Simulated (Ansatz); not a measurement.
# H₂InOS−: functionals against CCSD(T) at one geometry

The task here is to estimate one member of a computed series from the others.

Computed with Ansatz 0.2.0, Gaussian basis. Level: single points in def2-TZVPPD.

Correlated methods freeze the cores. Filled d shells of the heavier atoms are correlated. Core potentials replace the inner electrons past krypton, and spin-orbit coupling is left out.

## Where the work starts

SMILES `[O-][InH][SH]`, 5 atoms, charge -1, spin multiplicity 1.

Atoms are counted from 1 here; the program's logs count them from 0.

Bond lengths: O1–In2 1.856 Å, In2–S3 2.546 Å, In2–H4 1.669 Å, S3–H5 1.363 Å. Angles: O1–In2–S3 110.2°, O1–In2–H4 144.9°, S3–In2–H4 104.8°, In2–S3–H5 91.4°.

Geometry (Å):

```xyz
5
charge -1, multiplicity 1
O    -1.3798   -1.0530    1.0051
In   -0.7315   -0.1422   -0.4761
S     1.6488    0.6520   -0.0463
H    -1.1077    0.4405   -1.9945
H     1.6245    0.1447    1.2185
```

The first run:

The input, run/in.yaml:

```yaml
crystal:
  periodic: [false, false, false]
  atoms:
    - {symbol: O, position_ang: [-1.379800, -1.053000, 1.005100]}
    - {symbol: In, position_ang: [-0.731500, -0.142200, -0.476100]}
    - {symbol: S, position_ang: [1.648800, 0.652000, -0.046300]}
    - {symbol: H, position_ang: [-1.107700, 0.440500, -1.994500]}
    - {symbol: H, position_ang: [1.624500, 0.144700, 1.218500]}
basis:
  gaussian: {orbitals: "def2-TZVPPD.json"}
total_charge: -1
correlation: {method: ccsd_t}
output: {forces: true}
```

The basis file named in the input lies beside it (Basis Set Exchange, JSON).

No record of the launch command was kept for these runs.

Steps of the session up to this table: CCSD(T)/def2-TZVPPD; PBE0-D4/def2-TZVPPD; wB97M-V/def2-TZVPPD; r2SCAN-D4/def2-TZVPPD; PBE-D4/def2-TZVPPD; r2SCANh-D4/def2-TZVPPD; SPW92/def2-TZVPPD.

One of the session's tables, all rows but one given; the rest of the session is left out.

| method | RMS force component (eV/Å) | angle to CCSD(T) forces (°) |
| --- | --- | --- |
| CCSD(T) | 0.500 | reference |
| PBE0-D4 | ? | ? |
| wB97M-V | 0.397 | 16.6 |
| r2SCAN-D4 | 0.407 | 10.5 |
| PBE-D4 | 0.504 | 16.9 |
| r2SCANh-D4 | 0.384 | 16.8 |
| SPW92 | 0.309 | 25.0 |

Q: Estimate the row for PBE0-D4 from the others.

**Answer.** RMS force component (eV/Å): 0.388; angle to CCSD(T) forces (°): 19.3. In the column «RMS force component (eV/Å)» it lies between r2SCANh-D4 (0.384) and wB97M-V (0.397).
